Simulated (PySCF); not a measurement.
# [Yb(PH3)]3+: other functionals and bases at one geometry

An exercise on one series of results from a longer session: the logs are not shown, and one member is left open.

Program: PySCF 2.14.0. Level of theory: several levels, as the steps say, no spin–orbit coupling. These are calculated values, not measurements.

1 further run of the same task is left out (for a known fault of the program).

## Starting geometry

5 atoms, charge 3, spin multiplicity 1.

Bond lengths: Yb1–P2 2.853 Å, P2–H3 1.428 Å, P2–H4 1.428 Å, P2–H5 1.428 Å. Angles: Yb1–P2–H3 110.7°, Yb1–P2–H4 110.7°, Yb1–P2–H5 110.7°, H3–P2–H4 108.2°, H3–P2–H5 108.2°, H4–P2–H5 108.2°.

As a file:

```
Yb    0.0000    0.0000   -0.3441
P     0.0000    0.0000    2.5091
H     1.3364    0.0000    3.0136
H    -0.6682    1.1574    3.0136
H    -0.6682   -1.1574    3.0136
```

Formal oxidation states: Yb +3. Each metal's 13 4f electrons lie in its core potential, so multiplicities, spins and levels count the valence alone. An earlier session relaxed this geometry at PBE0, Yb lcecp-1-SVP with ECP59, P def2-SVP, H def2-SVP (singlet, point group C3v).

At PBE0 on the finer grid: E = -380.944855 Eh, HOMO -24.71 eV, LUMO -19.76 eV, Mulliken charge on Yb1 +2.25 e, largest force component 0.013 eV/Å. 

Levels to run: PBE; CAM-B3LYP; PBE0, TZVP. Hardware: 2 threads of Arm Neoverse V1, shared host.

Set-up of the first run:

The input, run.py (the lines that set the calculation):

```python
mol = gto.M(atom='''
Yb     0.00000     0.00000    -0.34409
P      0.00000     0.00000     2.50911
H      1.33641    -0.00001     3.01364
H     -0.66820     1.15737     3.01364
H     -0.66821    -1.15737     3.01364''',
    basis={'Yb': 'lcecp-1-SVP', 'P': 'def2-SVP', 'H': 'def2-SVP'},
    ecp={'Yb': 'lcecp-1-SVP'},
    charge=3, spin=0)
mf = dft.RKS(mol, xc='PBE')
mf.grids.atom_grid = (75, 302)  # f atoms: unpruned, at least (60, 302)
mf = mf.density_fit()  # fitting sets: Yb AutoAux, P def2-universal-JKFIT, H def2-universal-JKFIT
mf.conv_tol = 1e-08; mf.max_cycle = 55
mf.kernel(dm0)  # dm0: the density of the relaxed state
```

Launch:

```
> OMP_NUM_THREADS=2 python run.py
```

Among the steps run: PBE; CAM-B3LYP; PBE0, TZVP.

One of the session's tables, all rows but one given; the rest of the session is left out.

```
              level  HOMO (eV)  gap (eV)  charge on Yb1 (e)  dipole (D)  largest force component (eV/Å)
PBE0 (relaxed here)     -24.71      4.94               2.25        3.83                            0.01
                PBE          ?         ?                  ?           ?                               ?
          CAM-B3LYP     -25.90      6.88               2.23        3.61                            0.16
         PBE0, TZVP     -24.60      4.90               2.29        3.97                            0.18
```

Q: Estimate the row for PBE from the others.

**Answer.** HOMO (eV): -23.75; gap (eV): 2.95; charge on Yb1 (e): 2.19; dipole (D): 4.41; largest force component (eV/Å): 0.26. In the column «HOMO (eV)» it is the highest.

The dipole of a charged species depends on the origin, so these sizes hold for this origin alone.

In one basis the HOMO–LUMO gap runs from 2.95 eV (PBE) to 6.88 eV (CAM-B3LYP). The largest leftover force, 0.26 eV/Å with PBE, stands at a geometry relaxed at another level. With 4f in the core, its levels are missing from HOMO and gap, and its count is fixed, so no charge can pass from the ligands into it. Total energies of different levels can't be compared.
